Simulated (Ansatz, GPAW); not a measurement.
# MoSeO with GLLB-SC from a Python script

These are simulated results from GPAW 26.7.0, not measurements. The cell was built from a prototype and was relaxed with r2SCAN in plane waves (Ansatz 0.2.0). It may be hypothetical. It is a single sheet, repeated along a and b, with vacuum along c. All runs are without spin polarisation.

In-plane lattice: a = 3.058 Å, b = 3.058 Å, γ = 120.0°; thickness between the outer nuclei 2.86 Å. Around Mo lie 3 O at 2.08 Å and 3 Se at 2.49 Å; around O lie 3 Mo at 2.08 Å; around Se lie 3 Mo at 2.49 Å.

GLLB-SC is a model potential. Its fundamental gap is the Kohn-Sham gap plus a derivative discontinuity, which the script evaluates at the band edges among the listed k points. Its total energy isn't variational and serves nothing here.

The script, run.py:

```python
import json
from ase import Atoms
from gpaw import GPAW, PW, FermiDirac

atoms = Atoms(['Mo', 'O', 'Se'],
              cell=[[3.05771823, 0.0, 0.0], [-1.52885911, 2.64806166, 0.0], [0.0, 0.0, 30.15497396]],
              scaled_positions=[[0.333333333, 0.666666667, 0.305666474], [0.666666667, 0.333333333, 0.342227161], [0.666666667, 0.333333333, 0.24748104]],
              pbc=True)
calc = GPAW(mode=PW(400), xc='GLLBSC', kpts={'size': (6, 6, 1), 'gamma': True},
            occupations=FermiDirac(0.02), maxiter=100, legacy_gpaw=True, txt='gpaw.txt')
atoms.calc = calc
res = {'energy': atoms.get_potential_energy(force_consistent=True)}
res['electrons'] = calc.get_number_of_electrons()
res['k'] = calc.get_ibz_k_points().tolist()
res['levels'] = [calc.get_eigenvalues(kpt=i).tolist() for i in range(len(res['k']))]
points = [[0.0, 0.0, 0.0], [0.5, 0.0, 0.0], [0.333333, 0.333333, 0.0]]
bands = calc.fixed_density(kpts=points, symmetry='off', nbands=round(res['electrons']) // 2 + 6, convergence={'bands': -2}, txt='bands.txt')
res['points'] = [bands.get_eigenvalues(kpt=i).tolist() for i in range(len(points))]
homo, lumo = bands.get_homo_lumo()
potential = calc.hamiltonian.xc.response.calculate_discontinuity_potential(homo, lumo)
res['discontinuity'] = bands.hamiltonian.xc.response.calculate_discontinuity(potential)
json.dump(res, open('results.json', 'w'))
print('free energy (eV):', round(res['energy'], 5))
```

Command: `python run.py`. It took 45 s on 1 thread of Arm Neoverse V1 (shared host), peak memory 0.28 GiB.

The log gpaw.txt, trimmed of paths, versions and times, then the last line on the terminal. An iter line gives the energy in eV and the logarithms of the changes of orbitals (plane waves alone) and density (c: converged):

```
___ ___ ___ _ _ _
 |   |   |_  | | | |

 | | | | | . | | | |

 |__ |  _|___|_____|  26.7.0
 |___|_|

Input parameters:
  kpts: {gamma: True,
         size: (6, 6, 1)}
  maxiter: 100
  mode: {ecut: 400.0,
         name: pw}
  occupations: {fixmagmom: False,
                name: fermi-dirac,
                width: 0.02}
  xc: GLLBSC

System changes: positions, numbers, cell, pbc, initial_charges, initial_magmoms

Initialize ...

species:
  Mo:
    name:    Molybdenum
    Z:       42.0
    valence: 14
    core:    28
    charge:  0.0  # [|e|]
    compensation charges:
      type: gauss
      rc: 0.38  # [Å]
      lmax: 2
    cutoffs:
      filter: 2.16  # [Å]
      core: 1.42  # [Å]
    projectors
    | kind |    occ | energy [eV] | rcut [Å] |

    |------|--------|-------------|----------|

    |   4s |  2.000 |     -65.802 |    1.238 |

    |   5s |  1.000 |      -6.523 |    1.238 |

    |   4p |  6.000 |     -40.247 |    1.296 |

    |   5p |  0.000 |      -2.799 |    1.296 |

    |   4d |  5.000 |      -6.061 |    1.296 |

    |    d |        |      21.151 |    1.296 |

    Using partial waves for Mo as LCAO basis

  O:
    name:    Oxygen
    Z:       8.0
    valence: 6
    core:    2
    charge:  0.0  # [|e|]
    compensation charges:
      type: gauss
      rc: 0.21  # [Å]
      lmax: 2
    cutoffs:
      filter: 1.17  # [Å]
      core: 0.83  # [Å]
    projectors
    | kind |    occ | energy [eV] | rcut [Å] |

    |------|--------|-------------|----------|

    |   2s |  2.000 |     -28.986 |    0.688 |

    |   2p |  4.000 |     -13.358 |    0.598 |

    |    s |        |      -1.774 |    0.688 |

    |    p |        |      13.853 |    0.598 |

    |    d |        |       0.000 |    0.619 |

    Using partial waves for O as LCAO basis

  Se:
    name:    Selenium
    Z:       34.0
    valence: 6
    core:    28
    charge:  0.0  # [|e|]
    compensation charges:
      type: gauss
      rc: 0.27  # [Å]
      lmax: 2
    cutoffs:
      filter: 1.77  # [Å]
      core: 2.61  # [Å]
    projectors
    | kind |    occ | energy [eV] | rcut [Å] |

    |------|--------|-------------|----------|

    |   4s |  2.000 |     -19.929 |    0.847 |

    |   4p |  4.000 |      -9.440 |    1.005 |

    |    s |        |       7.282 |    0.847 |

    |    p |        |      17.771 |    1.005 |

    |    d |        |       0.000 |    0.847 |

    Using partial waves for Se as LCAO basis

Reference energy: -178165.512292  # eV

Spin-paired calculation

Convergence criteria:
 Maximum [total energy] change in last 3 cyles: 0.0005 eV / valence electron
 Maximum integral of absolute [dens]ity change: 0.0001 electrons / valence electron
 Maximum integral of absolute [eigenst]ate change: 4e-08 eV^2 / valence electron
 Maximum number of scf [iter]ations: 100
 (Square brackets indicate name in SCF output, whereas a 'c' in
 the SCF output indicates the quantity has converged.)

Symmetries present (total): 1

  ( 1  0  0)
  ( 0  1  0)
  ( 0  0  1)

36 k-points: 6 x 6 x 1 Monkhorst-Pack grid + [1/12,1/12,0.000000]
20 k-points in the irreducible part of the Brillouin zone
       k-points in crystal coordinates                weights
   0:     0.00000000    0.00000000    0.00000000          1/36
   1:     0.00000000    0.16666667    0.00000000          2/36
   2:     0.00000000    0.33333333    0.00000000          2/36
   3:     0.00000000    0.50000000    0.00000000          1/36
   4:     0.16666667   -0.33333333    0.00000000          2/36
   5:     0.16666667   -0.16666667    0.00000000          2/36
   6:     0.16666667    0.00000000    0.00000000          2/36
   7:     0.16666667    0.16666667    0.00000000          2/36
   8:     0.16666667    0.33333333    0.00000000          2/36
   9:     0.16666667    0.50000000    0.00000000          2/36
          ...
  19:     0.50000000    0.50000000    0.00000000          1/36

Wave functions: Plane wave expansion
  Cutoff energy: 400.000 eV
  Number of coefficients (min, max): 4323, 4491
  Pulay-stress correction: 0.000000 eV/Ang^3 (de/decut=0.000000)
  Using FFTW library
  ScaLapack parameters: grid=1x1, blocksize=None
  Wavefunction extrapolation:
    Improved wavefunction reuse through dual PAW basis

Occupation numbers: Fermi-Dirac:
  width: 0.0200  # eV

Eigensolver
   Davidson(niter=2)

Densities:
  Coarse grid: 15*15*140 grid
  Fine grid: 30*30*280 grid
  Total Charge: 0.000000

Density mixing:
  Method: separate
  Backend: msr1
  Linear mixing parameter: 0.05
  old densities: 10
  Width of damping distribution: 1.1
  Damping of long wavelength oscillations: 20

Hamiltonian:
  XC and Coulomb potentials evaluated on a 30*30*280 grid
  Using the GLLBSC Exchange-Correlation functional
  External potential:
    NoExternalPotential

XC parameters: GLLBSC functional being used consists of
  -----------------------------------------------------------------------
  | Weight | Module     | Description                                   |

  -----------------------------------------------------------------------
  |  1.000 | SCREENING  | GGA_X_PBE_SOL with 2 nearest neighbor stencil |

  |  1.000 | RESPONSE   | eps=0.0500 eV                                 |

  |  1.000 | XC         | GGA_C_PBE_SOL with 2 nearest neighbor stencil |

  -----------------------------------------------------------------------

Memory estimate:
  Process memory now: 122.44 MiB
  Calculator: 71.35 MiB
    Density: 18.13 MiB
      Arrays: 6.25 MiB
      Localized functions: 7.07 MiB
      Mixer: 4.81 MiB
    Hamiltonian: 4.28 MiB
      Arrays: 4.09 MiB
      XC: 0.00 MiB
      Poisson: 0.00 MiB
      vbar: 0.19 MiB
    Wavefunctions: 48.94 MiB
      Arrays psit_nG: 27.41 MiB
      Eigensolver: 1.77 MiB
      Projections: 0.27 MiB
      Projectors: 16.92 MiB
      PW-descriptor: 2.57 MiB

Total number of cores used: 1

Number of atoms: 3
Number of atomic orbitals: 21
Number of bands in calculation: 20
Number of valence electrons: 26
Bands to converge: occupied

... initialized

Initializing position-dependent things.

Density initialized from atomic densities
Creating initial wave functions:
  20 bands from LCAO basis set
Positions:
   0 Mo     0.000000    1.765374    9.217365    ( 0.0000,  0.0000,  0.0000)
   1 O      1.528859    0.882687   10.319851    ( 0.0000,  0.0000,  0.0000)
   2 Se     1.528859    0.882687    7.462784    ( 0.0000,  0.0000,  0.0000)

Unit cell:
           periodic     x           y           z      points  spacing
  1. axis:    yes    3.057718    0.000000    0.000000    15     0.1765
  2. axis:    yes   -1.528859    2.648062    0.000000    15     0.1765
  3. axis:    yes    0.000000    0.000000   30.154974   140     0.2154

  Lengths:   3.057718   3.057718  30.154974
  Angles:   90.000000  90.000000 120.000000

Effective grid spacing dv^(1/3) = 0.1979

iter:   1   -29.097553
iter:   2   -26.792377   -0.41  -1.03
iter:   3   -23.939741   -0.62  -1.05
iter:   4   -23.575220   -1.10  -1.38
iter:   5   -23.577486   -1.66  -1.52
iter:   6   -23.284460   -1.65  -1.53
iter:   7   -23.121933   -2.15  -1.78
iter:   8   -23.023055   -2.36  -2.38
iter:   9   -23.075142   -3.21  -2.30
iter:  10   -23.064131   -4.16  -2.77
iter:  11   -23.068252c  -4.55  -2.90
iter:  12   -23.072071c  -4.97  -3.37
iter:  13   -23.071390c  -5.98  -3.85
iter:  14   -23.070688c  -6.34  -3.91
iter:  15   -23.070918c  -7.02  -4.38c
iter:  16   -23.070748c  -7.26  -4.29c
iter:  17   -23.070696c  -7.84c -5.14c

Converged after 17 iterations.

Energy contributions relative to reference atoms: (reference = -178165.512292)

Kinetic:        +37.340897
Potential:      -39.522290
External:        +0.000000
XC:             -20.423473
Entropy (-ST):   -0.000000
Local:           -0.465830
SIC:             +0.000000
--------------------------
Free energy:    -23.070696
Extrapolated:   -23.070696

GLLBSC response reference energy: -3.48452 eV (from HOMO)

Showing only first 2 kpts
 Kpt  Band  Eigenvalues  Occupancy
  0    11     -5.13125    2.00000
  0    12     -3.48474    2.00000
  0    13     -1.32203    0.00000
  0    14     -1.32184    0.00000

  1    11     -5.40392    2.00000
  1    12     -4.01388    2.00000
  1    13     -1.69558    0.00000
  1    14     -1.30850    0.00000

Fermi level: -2.94067

Gap: 0.966 eV
Transition (v -> c):
  (s=0, k=0, n=12, [0.00, 0.00, 0.00]) -> (s=0, k=14, n=13, [0.33, 0.33, 0.00])
Direct/indirect transitions are different
Direct gap: 2.000 eV
Transition at: (s=0, k=14, n=12, [0.33, 0.33, 0.00])

free energy (eV): -23.0707
```

The gap in the log is over the mesh alone; results.json adds the listed points. GLLB-SC gives a gap of 1.29 eV (0.966 eV Kohn-Sham over the listed points plus 0.327 eV discontinuity). On the same cell, plane-wave PBE (Ansatz, 12×12×1 k points and the special points) gives a gap of 0.79 eV and r2SCAN a gap of 0.87 eV; on shared hosts these took about 16 and 34 core-seconds on the 3-atom cell, against 45 for the script. Semilocal gaps usually lie below measured ones.

The runs are scalar-relativistic, without spin-orbit coupling.
